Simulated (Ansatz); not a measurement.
# Rh (Rhodium): the cost of one run

Method: DFT LDA, scalar-relativistic, plane waves, PAW, in Ansatz 0.2.0.

The COD entry's cell or inner coordinates are ideal or old and differ from later refinements, so a difference from it is no clean test against experiment.

2 further runs of the same task are left out: 2 set aside as unsound or not needed.

## Step 1: The starting structure

The structure is cubic, space group Fm-3m (No. 225). Conventional cell: a = 3.830 Å, b = 3.830 Å, c = 3.830 Å, α = 90.00°, β = 90.00°, γ = 90.00°. Rh (site symmetry m-3m) is surrounded by 12 Rh at 2.71 Å.

Coordinates:

```cif
data_structure
_symmetry_space_group_name_H-M 'P 1'
_symmetry_Int_Tables_number 1
_cell_length_a 2.7082
_cell_length_b 2.7082
_cell_length_c 2.7082
_cell_angle_alpha 60.000
_cell_angle_beta 60.000
_cell_angle_gamma 60.000
_cell_volume 14.05
loop_
_atom_site_label
_atom_site_type_symbol
_atom_site_fract_x
_atom_site_fract_y
_atom_site_fract_z
_atom_site_occupancy
Rh1 Rh 0.00000 0.00000 0.00000 1
```

It is the result of an earlier relaxation at this level (volume 14.05 Å³/atom; gap on the mesh: none (metal)).

## Step 2: Bulk reference on the slab's mesh

Contents of input.yaml:

```yaml
crystal:
  lattice:
    - [2.6542592381, 0.0, 0.0]
    - [-1.3271296191, 2.2986559285, 0.0]
    - [1.3271296191, 0.7662186428, 2.1671935928]
  atoms:
    - { symbol: Rh, position: [0.0, 0.0, 0.0] }
basis:
  ecutwfc: 420
kpoints:
  mp_grid: { grid: [15, 15, 16] }
hamiltonian:
  xc: lda
scf:
  occupations: { method: gaussian, width: 0.1 }
output:
  forces: true
  stress: true
  eigenvalues: true
```

Started as:

```console
ansatz run input.yaml --threads 1 --pin off --max-ram 2560MiB --backend cpu --events-out ev --progress --plain --runs-dir out
```

**Question.** How long does this run take on 1 thread of Intel Xeon Platinum 8488C (Sapphire Rapids), shared host, and how much memory does it need?

About 12 s, with a peak of 0.48 GiB.
